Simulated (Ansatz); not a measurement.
# BaH5ClO3: the cost of one run

Method: DFT, PBE, plane-wave PAW, default files, scalar-relativistic, as far as a step names no other, in Ansatz 0.2.0.

1 further run of the same task is left out (it didn't finish).

### Step 1. The system as given

It takes space group P4/nmm (No. 129, tetragonal). The conventional cell has a = 4.560 Å, b = 4.560 Å, c = 11.687 Å, α = 90.00°, β = 90.00°, γ = 90.00°. Ba (site symmetry 4mm) is surrounded by 4 O at 2.80 Å and 5 Cl at 3.19 to 3.38 Å. H (site symmetry m) is surrounded by 1 O at 1.02 Å. H (site symmetry 4mm) is surrounded by 1 O at 0.97 Å. Cl (site symmetry 4mm) is surrounded by 5 Ba at 3.19 to 3.38 Å. O (site symmetry 2mm) is surrounded by 2 H at 1.02 Å. O (site symmetry 4mm) is surrounded by 1 H at 0.97 Å.

Coordinates:

```
CELL_PARAMETERS angstrom
4.56018 0.00000 0.00000
0.00000 4.56018 0.00000
0.00000 0.00000 11.68674
ATOMIC_POSITIONS crystal
Ba 0.00000 0.50000 0.82089
Ba 0.50000 0.00000 0.17911
H 0.18148 0.00000 0.63053
H 0.81852 0.00000 0.63053
H 0.50000 0.68148 0.63053
H 0.50000 0.31852 0.63053
H 0.31852 0.50000 0.36947
H 0.68148 0.50000 0.36947
H 0.00000 0.81852 0.36947
H 0.00000 0.18148 0.36947
H 0.50000 0.00000 0.49121
H 0.00000 0.50000 0.50879
Cl 0.50000 0.00000 0.90654
Cl 0.00000 0.50000 0.09346
O 0.00000 0.00000 0.68168
O 0.50000 0.50000 0.68168
O 0.50000 0.50000 0.31833
O 0.00000 0.00000 0.31833
O 0.50000 0.00000 0.57419
O 0.00000 0.50000 0.42581
```

### Step 2. First run, atoms as given

The input, input.yaml:

```yaml
crystal:
  lattice:
    - [4.560184, 0.0, 0.0]
    - [0.0, 4.560184, 0.0]
    - [0.0, 0.0, 11.686737]
  atoms:
    - { symbol: Ba, position: [0.0, 0.5, 0.820893] }
    - { symbol: Ba, position: [0.5, 0.0, 0.179107] }
    - { symbol: H, position: [0.181477, 0.0, 0.630526] }
    - { symbol: H, position: [0.818523, 0.0, 0.630526] }
    - { symbol: H, position: [0.5, 0.681477, 0.630526] }
    - { symbol: H, position: [0.5, 0.318523, 0.630526] }
    - { symbol: H, position: [0.318523, 0.5, 0.369474] }
    - { symbol: H, position: [0.681477, 0.5, 0.369474] }
    - { symbol: H, position: [0.0, 0.818523, 0.369474] }
    - { symbol: H, position: [0.0, 0.181477, 0.369474] }
    - { symbol: H, position: [0.5, 0.0, 0.491208] }
    - { symbol: H, position: [0.0, 0.5, 0.508792] }
    - { symbol: Cl, position: [0.5, 0.0, 0.906538] }
    - { symbol: Cl, position: [0.0, 0.5, 0.093462] }
    - { symbol: O, position: [0.0, 0.0, 0.681675] }
    - { symbol: O, position: [0.5, 0.5, 0.681675] }
    - { symbol: O, position: [0.5, 0.5, 0.318325] }
    - { symbol: O, position: [0.0, 0.0, 0.318325] }
    - { symbol: O, position: [0.5, 0.0, 0.574188] }
    - { symbol: O, position: [0.0, 0.5, 0.425812] }
kpoints:
  mp_grid: { grid: [5, 5, 2] }
scf:
  occupations: { method: fermi_dirac, width: 0.02 }
hamiltonian:
  xc: pbe
  pseudopotentials: { kind: paw }
output:
  forces: true
  stress: true
  populations: true
  efg:
    quadrupole_moments_barn: { Ba: 0.236, H: 0.00285783, Cl: -0.08112, O: -0.02558 }
    contact_densities: true
```

Started as:

```
> ansatz run input.yaml --threads 1 --pin off --max-ram 2560MiB --backend cpu --events-out ev --progress --plain --runs-dir out
```

**Question.** How long does this run take on 1 thread of Arm Neoverse V2, shared host, and how much memory does it need?

About 18 s, with a peak of 0.59 GiB.
